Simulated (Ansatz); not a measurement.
# AlAsFH₅OSi, SMILES [OH][Al]([F])[SiH2][AsH2]: a ladder of methods at one geometry

Computed with the Python package of Ansatz (0.2.0).

Input file `alasfh5osi.xyz`:
```text
10

O    -0.01340    0.38470    2.44200
Al    0.48650   -0.72330    1.11140
F     1.73300   -1.94190    1.44450
Si   -0.39490   -0.57900   -1.04310
As   -0.09360    1.51760   -1.93770
H    -0.81430   -0.02550    2.86790
H     0.17120   -1.59910   -1.90870
H    -1.87760   -0.81470   -0.95140
H    -0.52640    2.23410   -0.54480
H     1.41280    1.49590   -1.47730
```

The script, `methods.py`:
```python
from pathlib import Path

import ansatz as az
import numpy as np


def main() -> None:
    system = az.Crystal.molecule_from_extxyz("alasfh5osi.xyz")

    model = system.calculation().basis(gaussian="def2-SVP")

    print("functional    E (Ha)        dipole (D)   HOMO (eV)  LUMO (eV)")
    for name in ["lc_wpbe", "hse06", "revpbe", "blyp", "r2scan0"]:
        summary = model.functional(name).forces().orbitals().run(threads=1, backend="cpu", runs_dir="runs").report
        lines = Path(summary["orbitals_path"]).read_text().splitlines()
        field_of = lambda key: [line.split("=")[1].strip() for line in lines if line.startswith(key)]
        orbitals = [(27.211386 * float(e), s, float(n)) for e, s, n in zip(field_of("Ene="), field_of("Spin="), field_of("Occup="))]
        homo = max(e for e, _, n in orbitals if n > 0.5)
        lumo = min(e for e, _, n in orbitals if n < 0.5)
        dipole = 4.803205 * np.linalg.norm(summary["charge_distribution"]["dipole_moment_e_ang"])
        print(f"{name:10s} {summary['free_energy_ev'] / 27.211386246:14.6f} {dipole:9.3f} {homo:11.3f} {lumo:10.3f}")


if __name__ == "__main__":
    main()
```

```console
$ python methods.py
functional    E (Ha)        dipole (D)   HOMO (eV)  LUMO (eV)
lc_wpbe      -2944.820126     2.130      -9.926      0.466
hse06        -2944.697315     2.243      -7.109     -1.938
revpbe       -2945.050902     2.103      -6.337     -2.147
blyp         -2945.414048     2.189      -6.201     -2.055
r2scan0      -2945.215477     2.243      -7.672     -1.494
```

Total energies depend on the basis set; only differences at equal settings carry meaning. The geometry is a force-field or estimated start, not a minimum of this method, and the basis set is short of its limit. A lower total doesn't mark the better method: functionals have no common bound, and MP2 and coupled cluster aren't variational. Levels such as HOMO and LUMO are orbital energies: with these approximate functionals they aren't the ionisation energy and electron affinity, and their gap isn't the fundamental gap. hse06 follows the composition of plane-wave codes, whose totals differ by tens of mHa, up to about 0.1 Ha, from the form usual in Gaussian-basis programs (wpbeh). Finished in 38 s on 1 thread of Arm Neoverse V2, with other jobs on the host, peak memory 0.39 GiB.

(Lines on the test bed's own set-up are left out of the output.)
